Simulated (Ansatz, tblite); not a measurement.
**WOCl4 (WCl₄O): a ladder of methods and basis sets**

How do method and basis change the picture of WOCl4 (WCl₄O) (singlet)?

The runs use Ansatz 0.2.0, Gaussian basis; as each input shows.

Levels to be run: GFN1-xTB, GFN2-xTB, PBE-D4/def2-TZVP, r2SCAN-D4/def2-TZVP, ωB97X-V/def2-TZVP, HF/def2-TZVP, ωB97M-V/def2-TZVP, PBE-D4/def2-SVP, PBE0-D4/def2-SVP, PBE0-D4/def2-TZVPD, PBE-D4/def2-TZVPD, ωB97X-V/def2-TZVPD, CCSD(T)/def2-SVP, MP2/def2-TZVP, RPA/def2-TZVP.

2 further runs of the same task are left out: 2 set aside as unsound or not needed.

**1. The structure**

The singlet was relaxed beforehand with B3LYP-D4/def2-SVP.

6 atoms, charge 0, spin multiplicity 1.

Bond lengths: W1–O2 1.681 Å, W1–Cl3 2.316 Å, W1–Cl4 2.316 Å, W1–Cl5 2.316 Å, W1–Cl6 2.316 Å. Angles: O2–W1–Cl3 103.9°, O2–W1–Cl4 103.9°, O2–W1–Cl5 103.9°, O2–W1–Cl6 103.9°, Cl3–W1–Cl4 86.7°, Cl3–W1–Cl5 152.1°, Cl3–W1–Cl6 86.7°, Cl4–W1–Cl5 86.7°, Cl4–W1–Cl6 152.2°, Cl5–W1–Cl6 86.7°.

As a file:

```csv
atom,x (Å),y (Å),z (Å)
W1,0.0000,-0.0003,0.0915
O2,0.0015,-0.0055,1.7721
Cl3,2.2480,0.0133,-0.4674
Cl4,-0.0123,2.2498,-0.4586
Cl5,-2.2487,-0.0105,-0.4645
Cl6,0.0115,-2.2469,-0.4730
```

Formally the metal is d0. W takes a core potential in the def2 sets. No spin-orbit coupling is included.

PBE0-D4/def2-TZVP was run before; its log isn't repeated, and its numbers join the tables.

**2. GFN1-xTB**

Tight binding, by tblite at 300 K electronic temperature and without a spin-polarisation term:

```python
tblite.interface.Calculator('GFN1-xTB', numbers, positions, charge=0, uhf=0).singlepoint()
```

Energy -659.1444 eV, HOMO -13.54 eV, LUMO -10.59 eV; 0.026 s.

**3. GFN2-xTB**

Tight binding, by tblite at 300 K electronic temperature and without a spin-polarisation term:

```python
tblite.interface.Calculator('GFN2-xTB', numbers, positions, charge=0, uhf=0).singlepoint()
```

Energy -678.5515 eV, HOMO -12.58 eV, LUMO -10.23 eV; 0.036 s.

**4. PBE-D4/def2-TZVP**

start.molden holds the orbitals of an earlier run on this state, given as this run's starting guess.

in.yaml

```yaml
crystal:
  periodic: [false, false, false]
  atoms:
    - {symbol: W, position_ang: [0.000035, -0.000276, 0.091505]}
    - {symbol: O, position_ang: [0.001500, -0.005517, 1.772080]}
    - {symbol: Cl, position_ang: [2.247954, 0.013328, -0.467436]}
    - {symbol: Cl, position_ang: [-0.012289, 2.249841, -0.458625]}
    - {symbol: Cl, position_ang: [-2.248687, -0.010501, -0.464505]}
    - {symbol: Cl, position_ang: [0.011497, -2.246876, -0.473008]}
basis:
  gaussian: {orbitals: def2-TZVP, initial_orbitals: start.molden}
hamiltonian: {xc: pbe, dispersion: d4}
scf: {omitted_lower_state_checks: [starts]}
output: {orbitals: {seedname: orbitals}}
```

Command:

```bash
$ ansatz run in.yaml --threads 4 --pin off --events-out ev --progress --plain --max-ram 4787MiB
```

The runs that follow: r2SCAN-D4/def2-TZVP; ωB97X-V/def2-TZVP; HF/def2-TZVP; ωB97M-V/def2-TZVP; PBE-D4/def2-SVP; PBE0-D4/def2-SVP; PBE0-D4/def2-TZVPD; PBE-D4/def2-TZVPD; ωB97X-V/def2-TZVPD; CCSD(T)/def2-SVP; MP2/def2-TZVP; RPA/def2-TZVP.

Before running them: what should the planned runs give, taken together? Wanted: gap in def2-TZVP, named functionals and Hartree-Fock, smallest and largest; correlation energy, CCSD(T)/def2-SVP; correlation energy, MP2/def2-TZVP; binding an atom, CCSD(T)/def2-SVP; PBE0 total energy, smallest basis above largest.

The runs gave:

| quantity | value |
| --- | --- |
| gap in def2-TZVP, named functionals and Hartree-Fock, smallest and largest | 2.02 eV (PBE-D4), 10.34 eV (HF) |
| correlation energy, CCSD(T)/def2-SVP | -31.34 eV |
| correlation energy, MP2/def2-TZVP | -39.46 eV |
| binding an atom, CCSD(T)/def2-SVP | 3.539 eV |
| PBE0 total energy, smallest basis above largest | 20.33 eV (def2-SVP, def2-TZVPD) |

What this shows: Over the named functionals and Hartree-Fock in def2-TZVP the gap runs from 2.02 eV (PBE-D4) to 10.34 eV (HF); exact exchange widens it. The functionals in def2-TZVP miss CCSD(T)/def2-SVP by +0.266 (ωB97M-V) to +0.340 eV (ωB97X-V) an atom. The yardstick is in a double-zeta basis, so levels in larger sets aren't compared like for like. The reference is CCSD(T) in one finite basis, so it carries an error of its own, often a tenth of an eV or more, and near misses can't be ranked.
